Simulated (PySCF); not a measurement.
# C8H6FeO6: the cost of one run

Computed with PySCF 2.14.0, with density-fitted response routines of our own, on a single molecule in the gas phase. Atoms count from 0, in the outputs and in this text.

3 further runs of the same task are left out: 3 for a faulty analytic Hessian.

### Step 1. The starting structure

21 atoms, charge 0, multiplicity 1; geometry from: GFN2-xTB.

Bonds of the start (Å): C0–C1 1.33, C1–C2 1.47, C2–O3 1.22, C2–O4 1.34, O4–C5 1.42, C6–O7 1.15, C8–O9 1.15, C10–O11 1.15, C12–O13 1.15, C0–H15 1.08, C0–H16 1.08, C1–H17 1.08, C5–H18 1.09, C5–H19 1.09, C5–H20 1.09.

### Step 2. Geometry optimisation at PBE0-D3(BJ)/def2-SVP

Job settings and geometry (Å):

```
{"job": {"xc": "PBE0", "basis": "def2-SVP", "d3": "d3bj", "grid": 1, "kind": "geom"}, "charge": 0, "multiplicity": 1}
C      2.005430    -3.201600     0.911410
C      2.852290    -2.195410     0.726590
C      2.374950    -0.860740     0.339810
O      1.202470    -0.571510     0.177130
O      3.374850     0.010970     0.180620
C      3.024390     1.334250    -0.205140
C     -1.401730    -0.161780    -1.718580
O     -1.923530    -0.376190    -2.719680
C     -1.315910     1.085610     1.355370
O     -1.769330     1.659080     2.242330
C     -1.828990    -1.070320     0.425160
O     -2.625280    -1.839180     0.732070
C     -0.503390     1.868000    -0.750800
O     -0.450160     2.941130    -1.160580
Fe    -0.781780     0.247770    -0.110510
H      0.944960    -3.053800     0.782550
H      2.338200    -4.186040     1.189600
H      3.920670    -2.293720     0.841500
H      2.320650     1.767700     0.509690
H      2.569100     1.333810    -1.198340
H      3.951640     1.901760    -0.216840
```

Q: Estimate the wall time of this first job on 8 threads of Intel Xeon 6975P-C (Granite Rapids), shared host.

About 11 min.
